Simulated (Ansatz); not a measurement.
# C6H4F−: energies up the ladder

Wanted for C6H4F−: energies up the ladder. Charge -1.

Method: the levels named in each step, in Ansatz 0.2.0.

## (1) The system as given

Bond lengths: F1–C2 1.345 Å, C2–C3 1.365 Å, C3–C4 1.360 Å, C4–C5 1.395 Å, C5–C6 1.383 Å, C2–C7 1.393 Å, C6–C7 1.383 Å, C4–H8 1.079 Å, C5–H9 1.079 Å, C6–H10 1.080 Å, C7–H11 1.080 Å. Angles (14 of 16 angles, heavy atoms first): F1–C2–C3 122.5°, F1–C2–C7 118.8°, C3–C2–C7 118.6°, C2–C3–C4 123.5°, C3–C4–C5 118.1°, C4–C5–C6 119.7°, C5–C6–C7 120.9°, C2–C7–C6 119.1°, C3–C4–H8 121.5°, C5–C4–H8 120.4°, C4–C5–H9 119.5°, C6–C5–H9 120.8°, C5–C6–H10 119.7°, C7–C6–H10 119.3°.

As a file:

```xyz
11

F     2.0728   -0.8093    0.0190
C     0.8105   -0.3456    0.0079
C    -0.2750   -1.1728   -0.0011
C    -1.5599   -0.7264   -0.0148
C    -1.7759    0.6520   -0.0187
C    -0.6946    1.5149   -0.0062
C     0.6008    1.0313    0.0068
H    -2.3946   -1.4105   -0.0227
H    -2.7860    1.0325   -0.0326
H    -0.8607    2.5822   -0.0060
H     1.4578    1.6877    0.0152
```

## (2) A rough first relaxation, PBE-D4/def2-SVPD

input.yaml reads:

```yaml
crystal:
  periodic: [false, false, false]
  atoms:
    - { symbol: F, position_ang: [2.07279, -0.80927, 0.01896] }
    - { symbol: C, position_ang: [0.81052, -0.34556, 0.00791] }
    - { symbol: C, position_ang: [-0.27499, -1.17285, -0.00112] }
    - { symbol: C, position_ang: [-1.55989, -0.72636, -0.01482] }
    - { symbol: C, position_ang: [-1.77591, 0.652, -0.01875] }
    - { symbol: C, position_ang: [-0.69458, 1.51492, -0.00617] }
    - { symbol: C, position_ang: [0.60078, 1.03134, 0.00683] }
    - { symbol: H, position_ang: [-2.39457, -1.41049, -0.02266] }
    - { symbol: H, position_ang: [-2.78601, 1.03248, -0.0326] }
    - { symbol: H, position_ang: [-0.86074, 2.58222, -0.00597] }
    - { symbol: H, position_ang: [1.45776, 1.68773, 0.01515] }
total_charge: -1
basis:
  gaussian: { orbitals: def2-SVPD }
hamiltonian:
  xc: pbe
  dispersion: d4
relax:
  f_tol: 0.03
  max_steps: 200
```

The run is started by

```
$ ansatz run input.yaml --threads 4 --pin off --max-ram 10240MiB --backend cpu --events-out ev --progress --plain --runs-dir out
```

Further steps of the session: Relaxation, PBE0-D4/def2-TZVPPD; Frequencies, PBE0-D4/def2-TZVPPD; Single point, PBE-D4/def2-TZVPPD; Single point, r2SCAN-D4/def2-TZVPPD; Single point, B3LYP-D4/def2-TZVPPD; Single point, wB97M-V/def2-TZVPPD; Single point, B2PLYP/def2-TZVPPD; Single point, LDA/def2-TZVPPD; Single point, PBE0-D4/def2-SVPD; Single point, PBE-D4/def2-SVPD.

Q: Predict the outcome of this session. Wanted: F1–C2 at PBE0-D4/def2-TZVPPD; C2–C3 at PBE0-D4/def2-TZVPPD; C2–C7 at PBE0-D4/def2-TZVPPD; frequencies at PBE0-D4/def2-TZVPPD; energy at PBE-D4/def2-SVPD.

**Answer**, as computed:

| quantity | value |
| --- | --- |
| F1–C2 at PBE0-D4/def2-TZVPPD | 1.391 Å |
| C2–C3 at PBE0-D4/def2-TZVPPD | 1.376 Å |
| C2–C7 at PBE0-D4/def2-TZVPPD | 1.388 Å |
| frequencies at PBE0-D4/def2-TZVPPD | 200 to 3168 cm⁻¹ |
| energy at PBE-D4/def2-SVPD | -8986.636 eV |

What this shows: No mode is imaginary, so the geometry is a minimum. These totals serve in differences with atoms or fragments at the same level; alone they don't rank the methods.
